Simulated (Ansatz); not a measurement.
# Se: the cost of one run

Program: Ansatz 0.2.0. Level of theory: DFT PBEsol, scalar-relativistic, plane waves, PAW. These are calculated values, not measurements.

1 further run of the same task is left out (set aside as unsound or not needed).

### 1 The starting structure

The structure is cubic, space group Im-3m (No. 229). Conventional cell: a = 3.375 Å, b = 3.375 Å, c = 3.375 Å, α = 90.00°, β = 90.00°, γ = 90.00°. Around Se (site symmetry m-3m) lie 8 Se at 2.92 Å.

Coordinates:

```xyz
1
Lattice="-1.6877 1.6877 1.6877 1.6877 -1.6877 1.6877 1.6877 1.6877 -1.6877" Properties=species:S:1:pos:R:3 pbc="T T T"
Se    0.0000    0.0000    0.0000
```

It goes back to an entry of the Materials Project, which need not be the stable form.

This cell was relaxed beforehand with the same method: volume 19.23 Å³/atom, gap on the mesh none (metal).

### 2 Electronic structure at the relaxed geometry

input.yaml

```yaml
crystal:
  lattice:
    - [-1.6876616454, 1.6876616454, 1.6876616454]
    - [1.6876616454, -1.6876616454, 1.6876616454]
    - [1.6876616454, 1.6876616454, -1.6876616454]
  atoms:
    - { symbol: Se, position: [0.0, 0.0, 0.0] }
basis:
  ecutwfc: 420
kpoints:
  mp_grid: { grid: [18, 18, 18] }
  band_path:
    path:
      - [[0.0, 0.0, 0.0], [0.5, -0.5, 0.5], [0.0, 0.0, 0.5], [0.0, 0.0, 0.0], [0.25, 0.25, 0.25], [0.5, -0.5, 0.5]]
      - [[0.25, 0.25, 0.25], [0.0, 0.0, 0.5]]
    npoints: 14
hamiltonian:
  xc: pbesol
scf:
  occupations: { method: gaussian, width: 0.1 }
  n_extra_bands: 6
output:
  forces: true
  stress: true
  eigenvalues: true
  populations: true
  dos: { projected: true, de: 0.02, nscf_kmesh: { grid: [27, 27, 27] } }
  bader: true
  write_density: true
  write_potential: true
  elf: true
  volumetric_format: npy
```

On the command line:

```sh
> ansatz run input.yaml --threads 1 --pin off --max-ram 2560MiB --backend cpu --events-out ev --progress --plain --runs-dir out
```

What time and memory should one allow on 1 thread of AMD EPYC (Zen 3), shared host?

About 31 s, with a peak of 0.37 GiB.
